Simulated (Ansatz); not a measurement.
# C₂H₃AuClN: one species, many methods

Aim: compute C₂H₃AuClN with functionals from several rungs and with coupled cluster, and see how far each lands from CCSD(T) at the basis-set limit for the atomisation energy.

Computed with Ansatz 0.2.0, Gaussian basis. Level: functionals in def2-TZVPP, the program's frozen cores in correlated methods.

Plan: LDA (SPW92), PBE-D4, revPBE-D4, BLYP-D4, r2SCAN-D4, B97M-V, PBE0-D4, B3LYP-D4, r2SCANh-D4, r2SCAN0-D4, HSE06-D4, BHLYP-D4, CAM-B3LYP-D4, LC-ωPBE, ωB97X-V, ωB97M-V, B2PLYP, PBE-QIDH; CCSD(T)/def2-SVP; CCSD(T)/def2-TZVPP; MP2/def2-QZVPP; extrapolation to the limit; RPA on PBE.

3 further runs of the same task are left out: 1 that didn't finish, 2 set aside as unsound or not needed.

## 1. The geometry

The geometry comes from an earlier relaxation with PBE0-D4 in a triple-zeta def2 set; it is a stationary point, not always the lowest conformer. Au takes the def2 core potential; no spin-orbit term is included.

8 atoms, charge 0, spin multiplicity 1.

Atoms are counted from 1 here; the program's logs count them from 0.

Bond lengths: C1–C2 1.443 Å, C1–H6 1.091 Å, C1–H7 1.091 Å, C1–H8 1.091 Å, C2–N3 1.145 Å, N3–Au4 1.971 Å, Au4–Cl5 2.226 Å. Angles: C2–C1–H6 109.8°, C2–C1–H7 109.8°, C2–C1–H8 109.8°, H6–C1–H7 109.1°, H6–C1–H8 109.1°, H7–C1–H8 109.1°, C1–C2–N3 180.0°, C2–N3–Au4 180.0°, N3–Au4–Cl5 180.0°.

Geometry (Å):

```
C    -0.1796   -1.6948    0.5244
C    -0.0346   -0.3235    0.1000
N     0.0806    0.7647   -0.2367
Au    0.2795    2.6380   -0.8162
Cl    0.5046    4.7540   -1.4708
H    -0.5745   -1.7272    1.5412
H     0.7907   -2.1936    0.5012
H    -0.8668   -2.2175   -0.1431
```

## 2. LDA

This LDA is Slater exchange with PW92 correlation.

in.yaml

```yaml
crystal:
  periodic: [false, false, false]
  atoms:
    - {symbol: C, position_ang: [-0.179628, -1.694763, 0.524368]}
    - {symbol: C, position_ang: [-0.034587, -0.323484, 0.100033]}
    - {symbol: N, position_ang: [0.080579, 0.764654, -0.236671]}
    - {symbol: Au, position_ang: [0.279528, 2.637994, -0.816217]}
    - {symbol: Cl, position_ang: [0.504647, 4.753958, -1.470770]}
    - {symbol: H, position_ang: [-0.574486, -1.727244, 1.541229]}
    - {symbol: H, position_ang: [0.790713, -2.193633, 0.501172]}
    - {symbol: H, position_ang: [-0.866765, -2.217484, -0.143145]}
basis:
  gaussian: {orbitals: def2-TZVPP}
hamiltonian: {xc: lda}
output: {orbitals: {seedname: orbitals}}
```

Launch:

```sh
$ ansatz run in.yaml --threads 2 --pin off --events-out ev --progress --plain --max-ram 32768MiB --backend cpu
```

After this run come: PBE-D4 (GGA); revPBE-D4 (GGA); BLYP-D4 (GGA); r2SCAN-D4 (meta-GGA); B97M-V (meta-GGA); B3LYP-D4 (hybrid); r2SCANh-D4 (hybrid); r2SCAN0-D4 (hybrid); HSE06-D4 (hybrid); BHLYP-D4 (hybrid); CAM-B3LYP-D4 (range-separated); LC-ωPBE (range-separated); ωB97X-V (range-separated); ωB97M-V (range-separated); B2PLYP (double hybrid); PBE-QIDH (double hybrid); CCSD(T) in def2-SVP; CCSD(T) in def2-TZVPP; MP2 in def2-QZVPP; RPA on PBE orbitals.

Before running them: what should the planned runs give, taken together? Wanted: atomisation energy, CCSD(T)/CBS; farthest beyond LDA; mean size of error, GGA; mean size of error, meta-GGA; mean size of error, hybrid; mean size of error, range-separated; mean size of error, double hybrid; gap, smallest and largest; T1 diagnostic.

**Answer**, as computed:

| quantity | value |
| --- | --- |
| atomisation energy, CCSD(T)/CBS | 3047.4 kJ/mol |
| functionals within 15.2 kJ/mol (0.5 %) | revPBE-D4, BLYP-D4, r2SCAN-D4, B97M-V, PBE0-D4, HSE06-D4, CAM-B3LYP-D4, ωB97X-V, ωB97M-V |
| farthest beyond LDA | BHLYP-D4 (-154.3 kJ/mol) |
| mean size of error, GGA | 35.7 kJ/mol |
| mean size of error, meta-GGA | 9.8 kJ/mol |
| mean size of error, hybrid | 48.8 kJ/mol |
| mean size of error, range-separated | 14.5 kJ/mol |
| mean size of error, double hybrid | 31.9 kJ/mol |
| gap, smallest and largest | 3.96 eV (BLYP-D4), 10.85 eV (LC-ωPBE) |
| T1 diagnostic | 0.0149 |
| triples share of the correlation energy | 4.2 % |

What this shows: The LDA atomisation energy is off by 510.7 kJ/mol (17 %): it overbinds. PBE-D4 misses by +102.5 kJ/mol. Double hybrids carry the basis error of their MP2 part in triple zeta, and no dispersion term here, so their miss is partly the set-up's. The rungs meta-GGA, range-separated miss on average by less than the doubt on the reference (15.2 kJ/mol), so they tie. The reference freezes the cores and leaves out spin-orbit coupling and excitations past (T), so misses under about 15.2 kJ/mol can't be ranked. All levels share the lack of spin-orbit coupling, which lowers the free heavy atoms and so the true binding. Hartree-Fock recovers 68 % of the binding; the rest is correlation. CCSD(T) in def2-SVP is off by -195.1 kJ/mol, so the small basis spoils what the method gains. Orbital gaps span 4.0 to 10.9 eV; exact exchange widens them. Correlated methods include outer-core shells of Au, which these sets cover unevenly.
